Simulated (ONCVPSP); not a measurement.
**Pseudopotential generation for cobalt: ONCV, PBE**

Do these settings give a usable potential? It is generated, then checked for transferability, scattering, ghosts and hardness.

Program: ONCVPSP 4.0.1.1 (patched build). Reference atom: PBE, scalar-relativistic, spherical and spin-unpolarised. All values are calculated.

## Step 1: The atom and the settings

The settings as typed:

```
element                 : cobalt (Co, Z = 27)
type                    : optimised norm-conserving Vanderbilt (ONCV)
frozen core             : [Ar]
valence charge          : 9
reference configuration : 3d7 4s2
partial waves           : 4s: rc 2.60 bohr, ncon 5, nbas 9, qcut 3 1/bohr, 2 projectors, debl 3.5 Ha; p scattering state at 0.19 Ha: rc 2.60 bohr, ncon 4, nbas 8, qcut 3.1 1/bohr, 2 projectors, debl 1.2 Ha; 3d: rc 0.90 bohr, ncon 5, nbas 9, qcut 19.5 1/bohr, local
local potential         : the d channel
core correction         : not asked for
```

The nodes and maxima of the atom's own shells, from an earlier all-electron run, set the scale for the radii.

All-electron outer shells of the reference configuration (PBE, scalar-relativistic, ld1.x):

```csv
shell,level (eV),outermost node (bohr),outermost maximum (bohr)
3p,-65.64,0.28,0.68
3d,-8.20,–,0.66
4s,-5.47,0.96,2.32
4p,-1.28,1.05,3.25
```

## Step 2: The generation run

Co.dat reads:

```
# ATOM AND REFERENCE CONFIGURATION
# atsym  z   nc   nv     iexc    psfile
  Co 27.00    5    2        4      upf
#
#   n    l    f
    1    0    2.00
    2    0    2.00
    2    1    6.00
    3    0    2.00
    3    1    6.00
    3    2    7.00
    4    0    2.00
#
# PSEUDOPOTENTIAL AND OPTIMIZATION
# lmax
    2
#
#   l,   rc,      ep,       ncon, nbas, qcut
    0    2.60    0.00    5    9    3.00
    1    2.60    0.19    4    8    3.10
    2    0.90    0.00    5    9   19.50
#
# LOCAL POTENTIAL
# lloc, lpopt,  rc(5),   dvloc0
    2    5    0.90    0.00
#
# VANDERBILT-KLEINMAN-BYLANDER PROJECTORs
# l, nproj, debl
    0    2    3.50
    1    2    1.20
    2    0    3.70
#
# MODEL CORE CHARGE
# icmod, fcfact, rcfact
    0    0.00    0.00
#
# LOG DERIVATIVE ANALYSIS
# epsh1, epsh2, depsh
   -2.00    5.00    0.02
#
# OUTPUT GRID
# rlmax, drl
    6.00    0.01
#
# TEST CONFIGURATIONS
# ncnf
    4
# nvcnf
#   n    l    f
    2
    3    2    7.00
    4    0    1.00
#
    2
    3    2    7.00
    4    0    0.00
#
    2
    3    2    6.00
    4    0    0.00
#
    3
    3    2    7.00
    4    0    1.00
    4    1    1.00
#
```

Started as:

```sh
$ oncvpsp.x < Co.dat > Co.out
```

Q: Predict the outcome of this session. Wanted: cutoffs for 1 and 0.1 mHa per electron, occupied waves; bound ghosts; GHOST(+) flags; largest test error; largest phase difference near zero energy, channels read; projector energies reset by the program.

The runs gave:

```
                                                quantity                             value
  cutoffs for 1 and 0.1 mHa per electron, occupied waves                 132 Ha and 152 Ha
                                            bound ghosts  s at -350.82 eV, p at -195.44 eV
                                          GHOST(+) flags                       s at 102 eV
                            largest test error (AE − PS)             +142 meV, for 3d6 4s0
largest phase difference near zero energy, channels read                         0.002 rad
                 projector energies reset by the program                p: 0.050, 1.250 Ha
```

In words: A bound ghost (s, p) makes it unfit for use: electrons can fall into a state that the atom doesn't have. By total energies transferability is fair for so large an energy: the largest error is 142 meV on 61.7 eV, for 3d6 4s0. That test lies far up in energy; among those under 40 eV, nearer to bonding, the largest error is 52 meV. It counts as very hard, with 132 Ha needed at the looser tolerance. At the looser tolerance the 3d wave is the slowest; 4s needs 4 Ha. Near zero energy the phases of the channels with partial waves agree within 0.002 rad. The program also flags highly localised states, GHOST(+) (s).
